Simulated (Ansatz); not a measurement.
This script makes an atomisation energy of ClGe2H4, SMILES [Cl][GeH][GeH3] with the Python package of Ansatz (0.2.0).

`tae_clge2h4.py`
```python
'''Energy to split ClGe2H4 into its atoms.'''

from collections import Counter

import ansatz as az


def single_point(molecule, charge=0, unpaired=0):
    calc = (
        molecule.calculation()
        .basis(gaussian='def2-SVPD')
        .correlation('ccsd_t')
    )
    if charge:
        calc = calc.charge(charge)
    if unpaired:
        calc = calc.spin('collinear', total=unpaired)
    report = calc.run(threads=1).report
    if report['published_state_doubts']:
        print('  doubts:', report['published_state_doubts'])
    return report['free_energy_ev']

geometry = (
    az.Crystal.molecule()
    .atom('Cl', [-2.4167, -1.4267, -0.2701])
    .atom('Ge', [-0.3043, -1.3965, -0.2331])
    .atom('Ge', [0.4705, 0.8608, -0.1615])
    .atom('H', [0.2573, -2.1496, 1.0215])
    .atom('H', [0.019, 1.6197, -1.421])
    .atom('H', [-0.0442, 1.5684, 1.1247])
    .atom('H', [2.0796, 0.856, -0.106])
)

# unpaired electrons of the ground-state atoms
unpaired = {'Cl': 1, 'Ge': 2, 'H': 1}
counts = Counter(site.symbol for site in geometry.cartesian_sites)
atom_energy = {s: single_point(az.Crystal.molecule().atom(s, (0, 0, 0)), 0, unpaired[s]) for s in counts}
whole = single_point(geometry, 0, 1)
for s, e in atom_energy.items():
    print(f'{s:2s} x{counts[s]}  {e:14.5f} eV')
print(f'ClGe2H4: {whole:.5f} eV')
split = sum(counts[s] * e for s, e in atom_energy.items()) - whole
print(f'atomisation energy (no zero-point term): {96.485332 * split:.1f} kJ/mol, {split / sum(counts.values()):.3f} eV an atom')
```

What does it cost to take this molecule apart into atoms?

1606.5 kJ/mol from the electronic energies, without the zero-point term.

The run itself:

```console
$ python tae_clge2h4.py
Cl x1    -12502.68976 eV
Ge x2    -56470.21797 eV
H  x4       -13.58606 eV
ClGe2H4: -125514.11969 eV
atomisation energy (no zero-point term): 1606.5 kJ/mol, 2.379 eV an atom
```

Total energies depend on the basis set; only differences at equal settings carry meaning. The geometry is a force-field or estimated start, not a minimum of this method, and the basis set is short of its limit. All parts are taken at fixed geometry, without zero-point energy. The species is open-shell (spin multiplicity 2). In double-zeta sets correlated atomisation energies come out some 10 to 15 % low. Finished in 3.7 min on 1 thread of Arm Neoverse V1, with other jobs on the host, peak memory 2 GiB.

(Lines on the test bed's own set-up are left out of the output.)
